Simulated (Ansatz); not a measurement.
# FH4NSeSi: the cost of one run

Program: Ansatz 0.2.0. Level of theory: RKS PBE0/def2-SVP. These are calculated values, not measurements.

### Step 1. The starting structure

Bond lengths: N1–Si2 1.722 Å, Si2–F3 1.669 Å, Si2–Se4 2.237 Å, N1–H5 1.080 Å, N1–H6 1.070 Å, Si2–H7 1.496 Å, Se4–H8 1.564 Å. Angles: N1–Si2–F3 108.8°, N1–Si2–Se4 111.2°, N1–Si2–H7 109.3°, F3–Si2–Se4 109.4°, F3–Si2–H7 109.7°, Se4–Si2–H7 108.4°, Si2–N1–H5 109.7°, Si2–N1–H6 111.2°, H5–N1–H6 104.5°, Si2–Se4–H8 89.4°.

As a file:

```xyz
8

N    -0.4744    1.1380   -0.2078
Si    0.5401   -0.2012    0.1719
F     0.7706   -0.2511    1.8241
Se   -0.3715   -2.1271   -0.5086
H    -0.6142    1.1977   -1.2773
H    -0.0073    2.0645    0.0534
H     1.8581   -0.0347   -0.5154
H    -1.6092   -1.8431    0.4038
```

### Step 2. End point A

The input, input.yaml:

```yaml
crystal:
  periodic: [false, false, false]
  atoms:
    - { symbol: "N", position_ang: [-0.4744, 1.138, -0.2078] }
    - { symbol: Si, position_ang: [0.5401, -0.2012, 0.1719] }
    - { symbol: F, position_ang: [0.7706, -0.2511, 1.8241] }
    - { symbol: Se, position_ang: [-0.3715, -2.1271, -0.5086] }
    - { symbol: H, position_ang: [-0.6142, 1.1977, -1.2773] }
    - { symbol: H, position_ang: [-0.0073, 2.0645, 0.0534] }
    - { symbol: H, position_ang: [1.8581, -0.0347, -0.5154] }
    - { symbol: H, position_ang: [-1.6092, -1.8431, 0.4038] }
basis:
  gaussian: { orbitals: def2-SVP }
hamiltonian:
  xc: pbe0
relax:
  f_tol: 0.015
  max_steps: 40
```

Run with:

```console
ansatz run input.yaml --threads 2 --pin off --max-ram 3072MiB --backend cpu --events-out ev --progress --plain --runs-dir out
```

**Question.** How long does this run take on 2 threads of Arm Neoverse N1, shared host, and how much memory does it need?

About 56 s, with a peak of 0.21 GiB.
